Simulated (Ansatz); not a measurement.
The system is LuBr.

```xyz
4
Lattice="3.6069 0.0000 0.0000 -1.8034 3.1236 0.0000 0.0000 0.0000 9.8717" Properties=species:S:1:pos:R:3 pbc="T T T"
Lu    1.8034    1.0412    8.2033
Lu    0.0000    2.0824    3.2675
Br    1.8034    1.0412    5.3703
Br    0.0000    2.0824    0.4345
```

The cell comes from a database or a generator and needn't be the stable form of this composition.

- Program: Ansatz 0.2.0
- Task: relaxation of cell and atoms
- Functional: r2SCAN
- Dispersion: D3(BJ)-ATM
- Potentials or basis: Ansatz PAW
- Cutoff: 500 eV (not typed: the program's choice for these potentials)
- k mesh: 9 × 9 × 3
- Occupations: fermi-dirac, width 0.05 eV
- Spin: no spin polarisation

At the start: volume 27.81 Å³/atom.

Problem. Where does the relaxation end?

Solution. It ends after 5 steps and the volume is 27.00 Å³/atom (-2.9 %); space group P6_3mc (No. 186, to 0.05 Å).

The path:
| step | energy change (eV) | largest force (eV/Å) | volume (Å³) |
| --- | --- | --- | --- |
| 1 | 0.0000 | 0.0375 | 111.22 |
| 2 | -0.0059 | 0.0478 | 105.93 |
| 3 | -0.0145 | 0.0014 | 108.11 |
| 4 | -0.0146 | 0.0001 | 108.01 |
| 5 | -0.0140 | 0.0001 | 108.01 |

Final structure:
```yaml
crystal:
  lattice:
    - [3.57098, 0.00000, 0.00000]
    - [-1.78549, 3.09256, 0.00000]
    - [0.00000, 0.00000, 9.78059]
  atoms:
    - { symbol: Lu, position: [0.66667, 0.33333, 0.83116] }
    - { symbol: Lu, position: [0.33333, 0.66667, 0.33116] }
    - { symbol: Br, position: [0.66667, 0.33333, 0.54384] }
    - { symbol: Br, position: [0.33333, 0.66667, 0.04384] }
```

Caveat: the plane-wave basis is chosen anew once the cell has moved, so the energies of steps on either side of that aren't comparable; pairwise dispersion overbinds metals, which lowers pressure and volume; the PAW data sets come from PBE, with cores solved anew for the run's functional, which leaves a small shift of forces and pressure.
